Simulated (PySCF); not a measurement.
# InO: bond curves at several levels of theory

Aim: find the lowest electronic state of InO, scan its bond at several levels of theory, and get bond length, wavenumber and dissociation energy from each curve.

Computed with PySCF 2.14.0. Level: In def2-SVPD with ECP28, O def2-SVPD, scalar-relativistic core potentials.

**1. The job**

Settings of the job:

```json
{"atoms": "In, O", "charge": "0", "basis": "In def2-SVPD with ECP28, O def2-SVPD", "Hamiltonian": "scalar-relativistic core potentials", "basis functions": "55", "electrons treated": "29", "masses in u": "114.9039, 15.9949", "levels": "PBE0, PBE, r²SCAN, M06-2X, PBEsol, M06-L, ωB97X, HF, MP2, SCS-MP2, CCSD, CCSD(T)", "grid": "80 radial by 434 angular points", "occupations": "held fixed by the projection of orbital angular momentum", "dissociation limit": "In + O, each in its ground configuration", "starting distance in angstrom": "1.990", "values of 2S to try": "1, 3"}
```

Command:

```
OMP_NUM_THREADS=1 python dia.py task.json out
```

The runs that follow: First curve: PBE0; Higher solutions at PBE0; PBE; r²SCAN (meta-GGA); M06-2X; PBEsol; M06-L (meta-GGA); ωB97X; UHF (mean field); MP2 and coupled cluster.

What does the calculation give? Wanted: for each run, Re; ωe; De; μ.

**Answer**, as computed:

Lowest PBE0 solution found, without spin–orbit coupling: ²Π (doublet), unpaired electrons π ↑. State 2 has its PBE0 minimum 0.12 eV higher. State 3 has its PBE0 minimum 3.03 eV higher. The other levels ran on the lowest alone.

```csv
level,Re (Å),ωe (cm⁻¹),De (eV),μ (D)
UHF,2.103,515,1.76,-3.22
UHF-MP2,2.125,495,3.42,n/a
UHF-SCS-MP2,2.128,492,3.34,n/a
UHF-CCSD,2.126,493,3.18,n/a
UHF-CCSD(T),2.133,486,3.30,n/a
PBE,2.151,463,3.82,-3.17
PBEsol,2.130,479,3.99,-3.01
r²SCAN,2.121,490,3.64,-3.02
M06-L,2.137,482,3.81,-3.18
PBE0,2.122,490,3.46,-3.21
M06-2X,2.124,494,3.37,-3.44
ωB97X,2.116,500,3.66,-3.27
```

De is counted to In + O in their ground configurations. A positive dipole means In(−)O(+).

Differences from CCSD(T) in the same basis:

```csv
level,Re (mÅ),ωe (%)
UHF,-30,+6.0
UHF-MP2,-8,+2.0
UHF-SCS-MP2,-4,+1.3
UHF-CCSD,-7,+1.6
PBE,+19,-4.7
PBEsol,-3,-1.5
r²SCAN,-12,+0.9
M06-L,+4,-0.8
PBE0,-11,+0.9
M06-2X,-9,+1.7
ωB97X,-17,+3.0
```

Against CCSD(T) in the same basis, the bond length is nearest at PBEsol (-3 mÅ) and farthest at UHF (-30 mÅ); the wavenumber is nearest at M06-L (-0.8 %) and farthest at UHF (+6.0 %). Hartree–Fock makes the bond too short and too stiff against this reference, as it mostly does. PBE has the long and soft bond that GGAs tend to give. CCSD(T) in a basis this small is itself some way from its limit, more so than the functionals. Of the levels with a De here, UHF gives the least (1.76 eV) and PBEsol the most (3.99 eV).

Correlated steps freeze 5 core orbitals. These are scalar-relativistic numbers at best; spin–orbit coupling would shift them, the dissociation energy most.
